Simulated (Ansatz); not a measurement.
**Zr (Zirconium): further runs on the relaxed cell**

An exercise on one series of results from a longer session: the logs are not shown, and one member is left open.

Method: DFT r2SCAN, scalar-relativistic, plane waves, PAW, in Ansatz 0.2.0.

1 further run of the same task is left out (set aside as unsound or not needed).

**The structure to begin with**

It takes space group P6_3/mmc (No. 194, hexagonal). The conventional cell has a = 3.246 Å, b = 3.246 Å, c = 5.150 Å, α = 90.00°, β = 90.00°, γ = 120.00°. Zr (site symmetry -6m2) has 12 Zr at 3.18 to 3.25 Å as nearest neighbours.

Coordinates:

```
CELL_PARAMETERS angstrom
3.24637 0.00000 0.00000
-1.62318 2.81144 0.00000
0.00000 0.00000 5.14999
ATOMIC_POSITIONS crystal
Zr 0.33333 0.66667 0.25000
Zr 0.66667 0.33333 0.75000
```

It is the result of an earlier relaxation at this level (volume 23.50 Å³/atom; gap on the mesh: none (metal)).

Set-up of the first run:

input.yaml

```yaml
crystal:
  lattice:
    - [3.2463687179, 0.0, 0.0]
    - [-1.623184359, 2.8114377798, 0.0]
    - [0.0, 0.0, 5.1499875957]
  atoms:
    - { symbol: Zr, position: [0.3333333333, 0.6666666667, 0.25] }
    - { symbol: Zr, position: [0.6666666667, 0.3333333333, 0.75] }
basis:
  ecutwfc: 500
kpoints:
  mp_grid: { grid: [15, 15, 8] }
  band_path:
    path:
      - [[0.0, 0.0, 0.0], [0.5, 0.0, 0.0], [0.33333333, 0.33333333, 0.0], [0.0, 0.0, 0.0], [0.0, 0.0, 0.5], [0.5, 0.0, 0.5], [0.33333333, 0.33333333, 0.5], [0.0, 0.0, 0.5]]
      - [[0.5, 0.0, 0.5], [0.5, 0.0, 0.0]]
      - [[0.33333333, 0.33333333, 0.5], [0.33333333, 0.33333333, 0.0]]
    npoints: 14
hamiltonian:
  xc: r2scan
scf:
  occupations: { method: gaussian, width: 0.1 }
  n_extra_bands: 6
output:
  forces: true
  stress: true
  eigenvalues: true
  populations: true
  dos: { projected: true, de: 0.02, nscf_kmesh: { grid: [23, 23, 12] } }
  bader: true
  write_density: true
  write_potential: true
  elf: true
  volumetric_format: npy
```

On the command line:

```sh
$ ansatz run input.yaml --threads 1 --pin off --max-ram 2560MiB --backend cpu --events-out ev --progress --plain --runs-dir out
```

Among the steps run: Bands, states and charges; Point at V/V0 = 0.97; The cell scaled to 1.03 of its volume; Volume × 0.94; The cell scaled to 1.06 of its volume.

One of the session's tables, all rows but one given; the rest of the session is left out.

It belongs to the step «Fit of the equation of state». 

```
volume (Å³/atom)  energy above the lowest point (meV/atom)  pressure (GPa)
          22.092                                      27.4            6.47
          22.797                                       6.6            3.03
          23.502                                       0.0           -0.01
          24.207                                         ?               ?
          24.912                                      23.2           -5.05
```

Estimate the missing values for volume (Å³/atom) = 24.207.

Worked estimate for «energy above the lowest point (meV/atom)». A straight line through the neighbours (23.502, 0.0) and (24.912, 23.2) gives 0.0 + (23.2 − 0.0) × (24.207 − 23.502) / (24.912 − 23.502) = 11.6; a parabola fitted to 3 rows on both sides gives 5.5.

**Answer.** energy above the lowest point (meV/atom): 6.0; pressure (GPa): -2.69. In «energy above the lowest point (meV/atom)» the line misses by +5.6 and the parabola by -0.5.
